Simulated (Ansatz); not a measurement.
# Ho3PRu: a trial structure relaxed

Where does this trial cell of Ho3PRu go when cell and atoms are let free?

Program: Ansatz 0.2.0. Level of theory: DFT PBE, scalar-relativistic, plane waves, PAW; 4f electrons in the core of a trivalent norm-conserving potential. These are calculated values, not measurements.

## 1. Starting point

Symmetry: P6/mmm, No. 191, hexagonal system. The conventional cell has a = 5.989 Å, b = 5.989 Å, c = 4.174 Å, α = 90.00°, β = 90.00°, γ = 120.00°. Around Ho (site symmetry mmm) lie 4 Ho at 2.99 Å and 2 Ru at 2.99 Å. P (site symmetry 6/mmm) is surrounded by 2 Ru at 2.09 Å. Around Ru (site symmetry 6/mmm) lie 2 P at 2.09 Å.

As a file:

```
Ho P Ru
1.0
     5.98942    0.00000    0.00000
    -2.99471    5.18699    0.00000
     0.00000    0.00000    4.17391
Ho P Ru
3 1 1
Direct
  0.50000 0.00000 0.00000
  0.00000 0.50000 0.00000
  0.50000 0.50000 0.00000
  0.00000 0.00000 0.50000
  0.00000 0.00000 0.00000
```

A structure generator made this guess: random cell by space group and Wyckoff sites (P6/mmm, No. 191). Its size is a rough estimate.

## 2. A first look at the guess

input.yaml

```yaml
crystal:
  lattice:
    - [5.98942131, 0.0, 0.0]
    - [-2.99471066, 5.18699101, 0.0]
    - [0.0, 0.0, 4.17391492]
  atoms:
    - { symbol: Ho, position: [0.5, 0.0, 0.0] }
    - { symbol: Ho, position: [0.0, 0.5, 0.0] }
    - { symbol: Ho, position: [0.5, 0.5, 0.0] }
    - { symbol: P, position: [0.0, 0.0, 0.5] }
    - { symbol: Ru, position: [0.0, 0.0, 0.0] }
basis:
  ecutwfc: 690
kpoints:
  mp_grid: { grid: [3, 3, 4] }
hamiltonian:
  xc: pbe
  pseudopotentials:
    kind: paw
    azcp: { Ho: "pseudopotentials/pbe/nc/lanthanide_3plus/Ho.nc.azcp" }
scf:
  occupations: { method: gaussian, width: 0.1 }
  lower_state_search: "off"
output:
  forces: true
  stress: true
  eigenvalues: true
```

Run with:

```bash
> ansatz run input.yaml --threads 1 --pin off --max-ram 2560MiB --backend cpu --events-out ev --progress --plain --runs-dir out
```

The session goes on with these runs: a loose first relaxation; spin check on a coarse mesh; final relaxation.

Q: Predict the outcome of this session. Wanted: conventional cell; volume; energy over the elements, black P; gap on the mesh.

The runs gave:

| quantity | value |
| --- | --- |
| symmetry at the end (tolerance 0.05 Å) | space group P6/mmm (No. 191) |
| conventional cell | a = 6.165 Å, b = 6.165 Å, c = 4.318 Å, α = 90.00°, β = 90.00°, γ = 120.00° |
| volume | 28.43 Å³/atom |
| energy over the elements, black P | +0.18 eV/atom |
| gap on the mesh | none (metal) |

What this shows: The space group P6/mmm (No. 191) is kept, and the volume per atom grows by 9.6 % from the first guess. With a positive formation energy it can't be a ground state. No finished test with a distortion of lower symmetry is shown, so the end may be a saddle point. The runs treat Ho without spin-orbit coupling. The lanthanide's 4f electrons sit in the core of its potential, so it is trivalent by construction and shows no f bands or moments. Other magnetic orders were not searched.

No U or exact exchange acts on the 4f shell of Ho, so a metallic reading can be the functional's.
